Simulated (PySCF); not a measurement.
**Ho(SH)3: other functionals and bases at one geometry**

Aim: see how levels, charges and forces of Ho(SH)3 depend on the level of theory. It is a constructed species; whether it can be made isn't addressed.

Method: several levels, as the steps say, no spin–orbit coupling; program: PySCF 2.14.0.

1 further run of the same task is left out (for a known fault of the program).

## 1. Where the work starts

7 atoms, charge 0, spin multiplicity 1.

Bond lengths: Ho1–S2 2.564 Å, Ho1–S4 2.564 Å, Ho1–S6 2.564 Å, S2–H3 1.355 Å, S4–H5 1.355 Å, S6–H7 1.355 Å. Angles: S2–Ho1–S4 120.0°, S2–Ho1–S6 120.0°, S4–Ho1–S6 120.0°, Ho1–S2–H3 94.2°, Ho1–S4–H5 94.2°, Ho1–S6–H7 94.2°.

Coordinates:

```mol
H3HoS3
  3D, bonds by distance, orders not assigned

  7  6  0  0  0  0  0  0  0  0999 V2000
    0.0000   -0.0000    0.9128 Ho  0  0
    2.5299    0.4175    0.9216 S   0  0
    2.8470   -0.9001    0.9361 H   0  0
   -1.6265    1.9822    0.9216 S   0  0
   -0.6441    2.9156    0.9361 H   0  0
   -0.9034   -2.3997    0.9216 S   0  0
   -2.2030   -2.0156    0.9361 H   0  0
  1  2  8  0
  1  4  8  0
  1  6  8  0
  2  3  8  0
  4  5  8  0
  6  7  8  0
M  END
```

Formal oxidation states: Ho +3. Each metal's 10 4f electrons lie in its core potential, so multiplicities, spins and levels count the valence alone. An earlier session relaxed this geometry at PBE0, Ho lcecp-1-SVP with ECP56, S def2-SVP, H def2-SVP (singlet, point group C3).

At PBE0 on the finer grid: E = -1233.396792 Eh, HOMO -7.47 eV, LUMO -2.44 eV, Mulliken charge on Ho1 +0.82 e, largest force component 0.006 eV/Å. 

Levels to run: wB97X; M06-L; PBE0, TZVP. Hardware: 2 threads of Arm Neoverse V2, shared host.

## 2. wB97X

Input file run.py (the lines that set the calculation):

```python
mol = gto.M(atom='''
Ho     0.00000     0.00000     0.91279
S      2.52994     0.41750     0.92164
H      2.84705    -0.90005     0.93606
S     -1.62654     1.98224     0.92164
H     -0.64406     2.91564     0.93606
S     -0.90340    -2.39974     0.92164
H     -2.20299    -2.01559     0.93606''',
    basis={'Ho': 'lcecp-1-SVP', 'S': 'def2-SVP', 'H': 'def2-SVP'},
    ecp={'Ho': 'lcecp-1-SVP'},
    charge=0, spin=0)
mf = dft.RKS(mol, xc='WB97X')
mf.grids.atom_grid = (75, 302)  # f atoms: unpruned, at least (60, 302)
mf = mf.density_fit()  # fitting sets: Ho AutoAux, S def2-universal-JKFIT, H def2-universal-JKFIT
mf.conv_tol = 1e-08; mf.max_cycle = 55
mf.kernel(dm0)  # dm0: the density of the relaxed state
```

On the command line:

```bash
$ OMP_NUM_THREADS=2 python run.py
```

## 3. M06-L

run.py (the lines that set the calculation), as its differences from that of step 2:

```diff
@@ -11,3 +11,3 @@
     charge=0, spin=0)
-mf = dft.RKS(mol, xc='WB97X')
+mf = dft.RKS(mol, xc='M06L')
 mf.grids.atom_grid = (75, 302)  # f atoms: unpruned, at least (60, 302)
```

## 4. PBE0, TZVP

Basis: Ho lcecp-1-TZVP with ECP56, S def2-TZVP, H def2-TZVP. 

Input file run.py (the lines that set the calculation):

```python
mol = gto.M(atom='''
Ho     0.00000     0.00000     0.91279
S      2.52994     0.41750     0.92164
H      2.84705    -0.90005     0.93606
S     -1.62654     1.98224     0.92164
H     -0.64406     2.91564     0.93606
S     -0.90340    -2.39974     0.92164
H     -2.20299    -2.01559     0.93606''',
    basis={'Ho': 'lcecp-1-TZVP', 'S': 'def2-TZVP', 'H': 'def2-TZVP'},
    ecp={'Ho': 'lcecp-1-TZVP'},
    charge=0, spin=0)
mf = dft.RKS(mol, xc='PBE0')
mf.grids.atom_grid = (75, 302)  # f atoms: unpruned, at least (60, 302)
mf = mf.density_fit()  # fitting sets: Ho AutoAux, S def2-universal-JKFIT, H def2-universal-JKFIT
mf.conv_tol = 1e-08; mf.max_cycle = 55
mf.kernel(dm0)  # dm0: free metal ions and neutral atoms
```

Before running it: what results should come out? Wanted: for each run, HOMO; gap; charge on Ho1; dipole; largest force.

As calculated:

| level | state | HOMO (eV) | gap (eV) | charge on Ho1 (e) | dipole (D) | largest force (eV/Å) | basis functions | time |
| --- | --- | --- | --- | --- | --- | --- | --- | --- |
| PBE0 (relaxed here) | singlet | -7.47 | 5.03 | 0.82 | 0.03 | 0.01 | 102 | 14 s |
| wB97X | singlet | -9.83 | 9.09 | 0.83 | 0.03 | 0.13 | 102 | 6.5 s |
| M06-L | singlet | -6.45 | 4.24 | 1.03 | 0.03 | 0.22 | 102 | 7.1 s |
| PBE0, TZVP | singlet | -7.53 | 5.09 | 1.25 | 0.03 | 0.22 | 176 | 13 s |

Times are on 2 threads of Arm Neoverse V2, shared host; the first row also made further properties.

In one basis the HOMO–LUMO gap runs from 4.24 eV (M06-L) to 9.09 eV (wB97X). The largest leftover force, 0.22 eV/Å with M06-L, stands at a geometry relaxed at another level. The Mulliken charge on Ho spans +0.82 to +1.25 e over the levels. With 4f in the core, its levels are missing from HOMO and gap. Total energies of different levels can't be compared. Spin–orbit coupling is left out throughout.
